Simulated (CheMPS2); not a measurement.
**InNH3 (SMILES [NH2][InH]): DMRG/STO-3G**

What is the vertical ionisation energy of InNH3 at DMRG/STO-3G? 

The calculation is run with CheMPS2 1.8.12.

3 further runs of the same task are left out: 3 set aside as unsound or not needed.

### 1 The molecule

InNH3: 5 atoms, total charge 0, spin state doublet. As SMILES, `[NH2][InH]`. The coordinates come from a PBE0-D4/def2-TZVP relaxation. This is one conformer, not always the lowest.

Bond lengths: N1–In2 2.036 Å, N1–H3 1.011 Å, N1–H4 1.009 Å, In2–H5 1.761 Å. Angles: N1–In2–H5 116.4°, In2–N1–H3 120.0°, In2–N1–H4 120.8°, H3–N1–H4 109.8°.

### 2 The energy at DMRG/STO-3G

integrals.py reads:

```python
import numpy as np
from pyscf import ao2mo, cc, dft, gto, lo, mcscf, mp, scf
from pyscf.tools import fcidump

mol = gto.M(atom=[
    ("N", (-0.299400, -0.736500, 0.264700)),
    ("In", (0.846600, 0.946400, 0.296000)),
    ("H", (-0.846800, -0.960800, -0.554700)),
    ("H", (0.017600, -1.585600, 0.707600)),
    ("H", (0.331900, 2.262600, -0.755100)),
], basis="sto-3g", spin=1, verbose=3)
print("basis functions         : %d" % (mol.nao))
mf = scf.ROHF(mol)
mf.conv_tol = 1e-10
mf.max_cycle = 200
mf.kernel()
if not mf.converged:
    mf = mf.newton().run(mf.mo_coeff, mf.mo_occ)
print(f"reference energy        : {mf.e_tot:.10f}")
# single-reference ladder for comparison
ref = scf.UHF(mol).run(mf.make_rdm1(), conv_tol=1e-10)
pt = mp.MP2(ref, frozen=19).run()
mycc = cc.CCSD(ref, frozen=19)
mycc.max_cycle = 150
mycc.kernel()
print(f"MP2 total energy        : {pt.e_tot:.10f}")
if mycc.converged:
    print("E(CCSD)                 : %.10f" % (mycc.e_tot))
    print("CCSD(T) total energy    : %.10f" % (mycc.e_tot + mycc.ccsd_t()))
# a few density functionals on the same geometry and basis
ks = dft.UKS(mol, xc="pbe").set(conv_tol=1e-9, verbose=3).run(mf.make_rdm1())
if ks.converged:
    print(f"E(PBE)                  : {ks.e_tot:.8f}")
ks = dft.UKS(mol, xc="hse06").set(conv_tol=1e-9, verbose=3).run(mf.make_rdm1())
if ks.converged:
    print("E(HSE06)                : %.8f" % (ks.e_tot))
ks = dft.UKS(mol, xc="camb3lyp").set(conv_tol=1e-9, verbose=3).run(mf.make_rdm1())
if ks.converged:
    print("E(CAM-B3LYP)            : %.8f" % (ks.e_tot))
ks = dft.UKS(mol, xc="m062x").set(conv_tol=1e-9, verbose=3).run(mf.make_rdm1())
if ks.converged:
    print("E(M06-2X)               : %.8f" % (ks.e_tot))
ks = dft.UKS(mol, xc="tpss").set(conv_tol=1e-9, verbose=3).run(mf.make_rdm1())
if ks.converged:
    print(f"E(TPSS)                 : {ks.e_tot:.8f}")
# split localisation
mo = mf.mo_coeff.copy()
for a, b in ((19, 29), (30, 35)):
    if b - a > 1:
        mo[:, a:b] = lo.Boys(mol, mo[:, a:b]).kernel()
mf.mo_coeff = mo
# write the integrals of the correlated orbitals
cas = mcscf.CASCI(mf, 16, 21)
h1, ecore = cas.get_h1eff()
fcidump.from_integrals("FCIDUMP", h1, cas.get_h2eff(), 16, 21, nuc=ecore, ms=1)
```

dmrg.input reads:

```
FCIDUMP = FCIDUMP
GROUP = 0
MULTIPLICITY = 2
NELECTRONS = 21
IRREP = 0
EXCITATION = 0
SWEEP_STATES = 50, 100, 200, 200
SWEEP_ENERGY_CONV = 1e-04, 1e-04, 1e-04, 1e-06
SWEEP_MAX_SWEEPS = 4, 4, 3, 6
SWEEP_NOISE_PREFAC = 0.05, 0.05, 0.005, 0.0
SWEEP_DVDSON_RTOL = 3e-05, 3e-05, 3e-05, 3e-06
NOCC = 0
NACT = 16
NVIR = 0
MOLCAS_FIEDLER = TRUE
PRINT_CORR = TRUE
TMP_FOLDER = .
```

Command:

```console
$ python integrals.py && chemps2 --file=dmrg.input
```

Output:

```text
$ python integrals.py
basis functions         : 35
converged SCF energy = -5738.31094248147
reference energy        : -5738.3109424815
converged SCF energy = -5738.31155831124  <S^2> = 0.75393669  2S+1 = 2.0039328
E(UMP2) = -5738.38162182772  E_corr = -0.0700635164767093
E(SCS-UMP2) = -5738.38777014876  E_corr = -0.0762118375167646
E(UCCSD) = -5738.405220003747  E_corr = -0.09366169250349349
MP2 total energy        : -5738.3816218277
E(CCSD)                 : -5738.4052200037
UCCSD(T) correction = -0.00273901173607151
CCSD(T) total energy    : -5738.4079590155
converged SCF energy = -5739.94892377541  <S^2> = 0.75290315  2S+1 = 2.0029011
E(PBE)                  : -5739.94892378
converged SCF energy = -5740.22122466612  <S^2> = 0.75321315  2S+1 = 2.0032106
E(HSE06)                : -5740.22122467
converged SCF energy = -5740.76219869013  <S^2> = 0.75238512  2S+1 = 2.0023837
E(CAM-B3LYP)            : -5740.76219869
converged SCF energy = -5740.79628823053  <S^2> = 0.75507308  2S+1 = 2.0050667
E(M06-2X)               : -5740.79628823
converged SCF energy = -5740.37605726197  <S^2> = 0.75511469  2S+1 = 2.0051082
E(TPSS)                 : -5740.37605726

$ chemps2 --file=dmrg.input

Running chemps2 version 1.8.12 () with the following options:

   FCIDUMP            = FCIDUMP
   GROUP              = c1
   MULTIPLICITY       = 2
   NELECTRONS         = 21
   IRREP              = A
   EXCITATION         = 0
   SWEEP_STATES       = [ 50 ; 100 ; 200 ; 200 ]
   SWEEP_ENERGY_CONV  = [ 0.0001 ; 0.0001 ; 0.0001 ; 1e-06 ]
   SWEEP_MAX_SWEEPS   = [ 4 ; 4 ; 3 ; 6 ]
   SWEEP_NOISE_PREFAC = [ 0.05 ; 0.05 ; 0.005 ; 0 ]
   SWEEP_DVDSON_RTOL  = [ 3e-05 ; 3e-05 ; 3e-05 ; 3e-06 ]
   NOCC               = [ 0 ]
   NACT               = [ 16 ]
[... 51 lines left out ...]
***     Maximum discarded weight = 0
[... 33 lines left out ...]
***     Maximum discarded weight = 2.7863369645588e-05
[... 7 lines left out ...]
***     Maximum discarded weight = 3.27959647928932e-05
[... 6 lines left out ...]
***     Maximum discarded weight = 3.53818514954287e-05
[... 7 lines left out ...]
***     Maximum discarded weight = 3.55876392088428e-05
[... 6 lines left out ...]
***     Maximum discarded weight = 3.58798572707405e-05
[... 13 lines left out ...]
***     Minimum energy           = -5738.40843669805
[... 6 lines left out ...]
***     Minimum energy           = -5738.40847023003
[... 7 lines left out ...]
***     Minimum energy           = -5738.40847478196
[... 6 lines left out ...]
***     Minimum energy           = -5738.40847592393
[... 8 lines left out ...]
***     Maximum discarded weight during the last sweep     = 6.12994782241324e-06
[... 6 lines left out ...]
***     Maximum discarded weight = 4.89584582951963e-07
[... 6 lines left out ...]
***     Maximum discarded weight = 1.00938398181168e-06
[... 13 lines left out ...]
***     Minimum energy           = -5738.40852630534
[... 6 lines left out ...]
***     Minimum energy           = -5738.40852636423
[... 8 lines left out ...]
***     Maximum discarded weight during the last sweep     = 1.10097384331538e-06
[... 71 lines left out ...]
    0.002114    0.002852   -0.000204   -0.002461   -0.003130   -0.000290   -0.036137   -0.002245
    0.002092    0.002788   -0.000283   -0.002379   -0.003051   -0.000352   -0.002210   -0.036307
    0.000071    0.000073   -0.000002   -0.000581   -0.000620   -0.000226   -0.000006   -0.000030
[... 12 lines of this table left out ...]
   -0.004026   -0.004076    0.000187    0.001552    0.002406    0.000138    0.001839    0.040923

--------------------------------------------------------
Singlet diradical correlation function = < d_i,up d_j,down > + < d_i,down d_j,up > - < d_i,up > * < d_j,down > - < d_i,down > * < d_j,up >
Hamiltonian index order is used!

   Columns 1 to 8

   -0.000027    0.001433    0.000005    0.000005    0.000001    0.000002    0.000013    0.000071
    0.001433   -0.000025    0.000009    0.000008    0.000001    0.000001    0.000009    0.000129
    0.000005    0.000009   -0.000000    0.000059    0.000012    0.000015    0.000044    0.000089
[... 12 lines of this table left out ...]
    0.000598    0.004246    0.000020    0.000018    0.000002    0.000001    0.000019    0.000102

   Columns 9 to 16

    0.001661    0.002123   -0.000467    0.000924    0.001071    0.000163    0.004371    0.000598
    0.001630    0.002090   -0.000289    0.000930    0.001098    0.000260    0.000598    0.004246
    0.000029    0.000063   -0.000004    0.000190    0.000264    0.000093    0.000003    0.000020
[... 12 lines of this table left out ...]
    0.000901    0.001095   -0.000163    0.001148    0.001878    0.000101    0.001584   -0.000020

--------------------------------------------------------
Two-orbital mutual information = 0.5 * ( s1(i) + s1(j) - s2(i,j) ) * ( 1 - delta(i,j) )
Hamiltonian index order is used!

   Columns 1 to 8

    0           0.003409    0.000004    0.000003    0.000004    0.000015    0.000028    0.000055
    0.003409    0           0.000022    0.000033    0.000005    0.000001    0.000024    0.000185
    0.000004    0.000022    0           0.000173    0.000058    0.000061    0.000367    0.000188
[... 12 lines of this table left out ...]
    0.002606    0.058245    0.000030    0.000031    0.000002    0.000000    0.000036    0.000134

   Columns 9 to 16

    0.003168    0.003973    0.000909    0.001994    0.003375    0.000174    0.057852    0.002606
    0.003248    0.003965    0.000407    0.001981    0.003169    0.000302    0.002620    0.058245
    0.000119    0.000250    0.000412    0.000641    0.000930    0.000278    0.000002    0.000030
[... 12 lines of this table left out ...]
    0.004040    0.004596    0.000359    0.001634    0.003184    0.000222    0.003797    0

--------------------------------------------------------
```

Wall time 83 s (1 thread of Intel Xeon Platinum 8488C (Sapphire Rapids), shared host); peak memory 0.26 GiB.

### 3 The singlet cation: the energy at DMRG/STO-3G

integrals.py reads:

```python
from pyscf import ao2mo, cc, dft, gto, mcscf, mp, scf
from pyscf.tools import fcidump

geom = """
N     -0.56578400    -1.39178329     0.50021051
In     1.59984214     1.78843680     0.55935893
H     -1.60022008    -1.81564886    -1.04823108
H      0.03325918    -2.99634974     1.33717021
H      0.62720010     4.27569433    -1.42693220
"""
mol = gto.M(
    atom=geom,
    basis="sto-3g",
    unit="bohr",
    charge=1,
    verbose=3,
    max_memory=2000,
)
print("nao                            = %d" % (mol.nao))
mf = scf.RHF(mol)
mf.conv_tol = 1e-10
mf.max_cycle = 200
mf.kernel()
if not mf.converged:
    mf = mf.newton().run(mf.mo_coeff, mf.mo_occ)
print(f"SCF energy                     = {mf.e_tot:.10f}")
# single-reference ladder for comparison
ref = mf
pt = mp.MP2(ref, frozen=19).run()
mycc = cc.CCSD(ref, frozen=19)
mycc.max_cycle = 150
mycc.kernel()
print("E(MP2)                         = %.10f" % (pt.e_tot))
if mycc.converged:
    print(f"CCSD total energy              = {mycc.e_tot:.10f}")
    print("CCSD(T) total energy           = %.10f" % (mycc.e_tot + mycc.ccsd_t()))
    print(f"T1                             = {mycc.get_t1_diagnostic():.4f}")
# a few density functionals on the same geometry and basis
ks = dft.RKS(mol, xc="pbe").set(conv_tol=1e-9, verbose=3).run()
if ks.converged:
    print(f"E(PBE)                         = {ks.e_tot:.8f}")
ks = dft.RKS(mol, xc="hse06").set(conv_tol=1e-9, verbose=3).run()
if ks.converged:
    print(f"E(HSE06)                       = {ks.e_tot:.8f}")
ks = dft.RKS(mol, xc="camb3lyp").set(conv_tol=1e-9, verbose=3).run()
if ks.converged:
    print("E(CAM-B3LYP)                   = %.8f" % (ks.e_tot))
ks = dft.RKS(mol, xc="m062x").set(conv_tol=1e-9, verbose=3).run()
if ks.converged:
    print(f"E(M06-2X)                      = {ks.e_tot:.8f}")
ks = dft.RKS(mol, xc="tpss").set(conv_tol=1e-9, verbose=3).run()
if ks.converged:
    print(f"E(TPSS)                        = {ks.e_tot:.8f}")
# rotate to MP2 natural orbitals
occ_no, mo = mcscf.addons.make_natural_orbitals(mp.MP2(mf, frozen=19).run())
mf.mo_coeff = mo
# FCIDUMP for the DMRG program
cas = mcscf.CASCI(mf, 16, 20)
h1, ecore = cas.get_h1eff()
fcidump.from_integrals("FCIDUMP", h1, cas.get_h2eff(), 16, 20, nuc=ecore, ms=0)
```

dmrg.input reads:

```
FCIDUMP = FCIDUMP
GROUP = 0
MULTIPLICITY = 1
NELECTRONS = 20
IRREP = 0
EXCITATION = 0
SWEEP_STATES = 25, 50, 100, 100
SWEEP_ENERGY_CONV = 1e-04, 1e-04, 1e-04, 1e-06
SWEEP_MAX_SWEEPS = 3, 4, 3, 6
SWEEP_NOISE_PREFAC = 0.05, 0.05, 0.005, 0.0
SWEEP_DVDSON_RTOL = 3e-05, 3e-05, 3e-05, 3e-06
NOCC = 0
NACT = 16
NVIR = 0
MOLCAS_FIEDLER = TRUE
PRINT_CORR = TRUE
TMP_FOLDER = .
```

Command:

```console
$ python integrals.py && chemps2 --file=dmrg.input
```

Output:

```text
$ python integrals.py
nao                            = 35
converged SCF energy = -5738.15201974974
SCF energy                     = -5738.1520197497
E(RMP2) = -5738.23635409208  E_corr = -0.0843343423379164
E(SCS-RMP2) = -5738.24310373171  E_corr = -0.0910839819720189
E(CCSD) = -5738.26488334409  E_corr = -0.1128635943491855
E(MP2)                         = -5738.2363540921
CCSD total energy              = -5738.2648833441
CCSD(T) correction = -0.00545332765154704
CCSD(T) total energy           = -5738.2703366717
T1                             = 0.0438
converged SCF energy = -5739.77784259951
E(PBE)                         = -5739.77784260
converged SCF energy = -5740.0457980695
E(HSE06)                       = -5740.04579807
converged SCF energy = -5740.58394790447
E(CAM-B3LYP)                   = -5740.58394790
converged SCF energy = -5740.60955774567
E(M06-2X)                      = -5740.60955775
converged SCF energy = -5740.20267632965
E(TPSS)                        = -5740.20267633
E(RMP2) = -5738.23635409208  E_corr = -0.0843343423379164
E(SCS-RMP2) = -5738.24310373171  E_corr = -0.0910839819720189

$ chemps2 --file=dmrg.input

Running chemps2 version 1.8.12 () with the following options:

   FCIDUMP            = FCIDUMP
   GROUP              = c1
   MULTIPLICITY       = 1
   NELECTRONS         = 20
   IRREP              = A
   EXCITATION         = 0
   SWEEP_STATES       = [ 25 ; 50 ; 100 ; 100 ]
   SWEEP_ENERGY_CONV  = [ 0.0001 ; 0.0001 ; 0.0001 ; 1e-06 ]
   SWEEP_MAX_SWEEPS   = [ 3 ; 4 ; 3 ; 6 ]
   SWEEP_NOISE_PREFAC = [ 0.05 ; 0.05 ; 0.005 ; 0 ]
   SWEEP_DVDSON_RTOL  = [ 3e-05 ; 3e-05 ; 3e-05 ; 3e-06 ]
[... 53 lines left out ...]
***     Maximum discarded weight = 0
[... 33 lines left out ...]
***     Maximum discarded weight = 0.000122716992097221
[... 7 lines left out ...]
***     Maximum discarded weight = 0.000437406092441913
[... 6 lines left out ...]
***     Maximum discarded weight = 0.000548566449742652
[... 7 lines left out ...]
***     Maximum discarded weight = 0.000588049042268805
[... 6 lines left out ...]
***     Maximum discarded weight = 0.000585105055124789
[... 13 lines left out ...]
***     Minimum energy           = -5738.26747795207
[... 6 lines left out ...]
***     Minimum energy           = -5738.26849265666
[... 7 lines left out ...]
***     Minimum energy           = -5738.26894650895
[... 6 lines left out ...]
***     Minimum energy           = -5738.26897563909
[... 8 lines left out ...]
***     Maximum discarded weight during the last sweep     = 0.000265572434464535
[... 6 lines left out ...]
***     Maximum discarded weight = 2.1504507053606e-05
[... 6 lines left out ...]
***     Maximum discarded weight = 4.8307494781075e-05
[... 7 lines left out ...]
***     Maximum discarded weight = 5.1971952387201e-05
[... 6 lines left out ...]
***     Maximum discarded weight = 5.2595189023456e-05
[... 13 lines left out ...]
***     Minimum energy           = -5738.27037482881
[... 6 lines left out ...]
***     Minimum energy           = -5738.27037497098
[... 8 lines left out ...]
***     Maximum discarded weight during the last sweep     = 5.30392567948159e-05
[... 71 lines left out ...]
    0.000032    0.000007   -0.000094   -0.000115   -0.000052   -0.000021   -0.000015   -0.000072
    0.000032    0.000024   -0.000111   -0.000116   -0.000031   -0.000009   -0.000016   -0.000152
    0.000030    0.000020   -0.000054   -0.000085   -0.000025   -0.000010   -0.000013   -0.000166
[... 12 lines of this table left out ...]
   -0.008744   -0.007712    0.000043    0.000086    0.000509    0.000391    0.000427    0.022073

--------------------------------------------------------
Singlet diradical correlation function = < d_i,up d_j,down > + < d_i,down d_j,up > - < d_i,up > * < d_j,down > - < d_i,down > * < d_j,up >
Hamiltonian index order is used!

   Columns 1 to 8

   -0.000000    0.000008    0.000006    0.000013    0.000008    0.000000    0.000001    0.000006
    0.000008   -0.000000    0.000008    0.000010    0.000024    0.000001    0.000001    0.000008
    0.000006    0.000008   -0.000000    0.000006    0.000017    0.000001    0.000002    0.000006
[... 12 lines of this table left out ...]
    0.000036    0.000063    0.000059    0.000122    0.000174    0.000393    0.000581    0.001955

   Columns 9 to 16

    0.000023    0.000010    0.000082    0.000050    0.000036    0.000015    0.000007    0.000036
    0.000036    0.000026    0.000053    0.000057    0.000014    0.000004    0.000008    0.000063
    0.000029    0.000019    0.000019    0.000032    0.000012    0.000006    0.000007    0.000059
[... 12 lines of this table left out ...]
    0.004569    0.004835    0.000785    0.000306    0.000442    0.000397    0.000431   -0.000099

--------------------------------------------------------
Two-orbital mutual information = 0.5 * ( s1(i) + s1(j) - s2(i,j) ) * ( 1 - delta(i,j) )
Hamiltonian index order is used!

   Columns 1 to 8

    0           0.000053    0.000023    0.000042    0.000046    0.000034    0.000001    0.000118
    0.000053    0           0.000081    0.000041    0.000082    0.000023    0.000001    0.000109
    0.000023    0.000081    0           0.000036    0.000060    0.000001    0.000002    0.000016
[... 12 lines of this table left out ...]
    0.000199    0.000292    0.000331    0.000585    0.001162    0.000864    0.001048    0.007725

   Columns 9 to 16

    0.000104    0.000128    0.000355    0.000145    0.000068    0.000019    0.000008    0.000199
    0.000092    0.000119    0.000230    0.000152    0.000030    0.000005    0.000008    0.000292
    0.000055    0.000029    0.000043    0.000086    0.000017    0.000007    0.000008    0.000331
[... 12 lines of this table left out ...]
    0.021614    0.019022    0.009871    0.001387    0.000712    0.000557    0.000640    0

--------------------------------------------------------
```

Run time: 57 s. Hardware: 1 thread of Intel Xeon Platinum 8488C (Sapphire Rapids), shared host; peak memory 0.25 GiB.

### 4 Results

At DMRG/STO-3G, 19 core orbitals frozen:

```
                                          quantity           value
                  run 1, DMRG/STO-3G: total energy  -5738.40853 Eh
                      singlet cation: total energy  -5738.27037 Eh
    singlet cation: T1 diagnostic of the CCSD step           0.044
vertical ionisation energy (to the singlet cation)        3.759 eV
```

**Reading.** Removing an electron at fixed nuclei costs 3.76 eV (363 kJ/mol). Only the singlet of the ionised species was computed; a triplet could lie lower. In a minimal basis such a difference can be off by several eV, whatever the method. Relativity is left out (run 1, DMRG/STO-3G) although the molecule holds a heavy atom. The T1 diagnostic (singlet cation) of 0.044 is above the customary mark for such species, so a single reference may not serve. Relativity is left out (singlet cation) although the molecule holds a heavy atom.
